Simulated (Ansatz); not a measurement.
# C3H4In radical: how energies converge with the basis set

An exercise on one series of results from a longer session: the logs are not shown, and one member is left open.

The runs use Ansatz 0.2.0, Gaussian basis; one geometry, several basis sets.

The runs, in order: PBE0-D4/def2-SVP; ωB97M-V/def2-SVP; PBE0-D4/def2-QZVPP; ωB97M-V/def2-QZVPP; the functionals' def2-TZVPP values are taken from earlier runs.

**The geometry**

An earlier PBE0-D4 in a triple-zeta def2 set relaxation fixed the geometry. In takes the def2 core potential; no spin-orbit term is included.

SMILES `C#[C][In][CH3]`, 8 atoms, charge 0, spin multiplicity 2.

Atoms are counted from 1 here; the program's logs count them from 0.

Bond lengths: C1–C2 1.213 Å, C1–H5 1.067 Å, C2–In3 2.132 Å, In3–C4 2.188 Å, C4–H6 1.092 Å, C4–H7 1.092 Å, C4–H8 1.087 Å. Angles: C2–C1–H5 179.0°, C1–C2–In3 174.2°, C2–In3–C4 116.6°, In3–C4–H6 107.4°, In3–C4–H7 107.4°, In3–C4–H8 111.5°, H6–C4–H7 109.5°, H6–C4–H8 110.4°, H7–C4–H8 110.5°.

The first run:

Contents of in.yaml:

```yaml
crystal:
  periodic: [false, false, false]
  atoms:
    - {symbol: C, position_ang: [2.840718, 0.138858, 0.555887]}
    - {symbol: C, position_ang: [1.689491, -0.242005, 0.527057]}
    - {symbol: In, position_ang: [-0.269594, -1.081285, 0.595883]}
    - {symbol: C, position_ang: [-1.848450, 0.028780, -0.434501]}
    - {symbol: H, position_ang: [3.848575, 0.487866, 0.571214]}
    - {symbol: H, position_ang: [-1.904193, 1.018030, 0.023831]}
    - {symbol: H, position_ang: [-1.549279, 0.128333, -1.479583]}
    - {symbol: H, position_ang: [-2.807268, -0.478576, -0.359768]}
basis:
  gaussian: {orbitals: def2-SVP}
magnetization: {spin_polarized: true, initial_magnetization: 1}
hamiltonian: {xc: pbe0, dispersion: d4}
output: {orbitals: {seedname: orbitals}}
```

Among the steps run: PBE0-D4 in def2-SVP; ωB97M-V in def2-SVP; PBE0-D4 in def2-QZVPP; ωB97M-V in def2-QZVPP.

One of the session's tables, all rows but one given; the rest of the session is left out.

It belongs to the step «Functionals by basis». 

| functional | basis | HOMO (eV) | LUMO (eV) |
| --- | --- | --- | --- |
| PBE0-D4 | def2-SVP | -5.40 | -2.61 |
| PBE0-D4 | def2-TZVPP | -5.48 | -2.69 |
| PBE0-D4 | def2-QZVPP | -5.50 | -2.72 |
| ωB97M-V | def2-SVP | ? | ? |
| ωB97M-V | def2-TZVPP | -7.47 | -1.10 |
| ωB97M-V | def2-QZVPP | -7.48 | -1.16 |

**Question.** Estimate the row for ωB97M-V, def2-SVP.

The run gave: HOMO (eV): -7.37; LUMO (eV): -0.99. In the column «HOMO (eV)» it lies between ωB97M-V, def2-TZVPP (-7.47) and PBE0-D4, def2-QZVPP (-5.50).
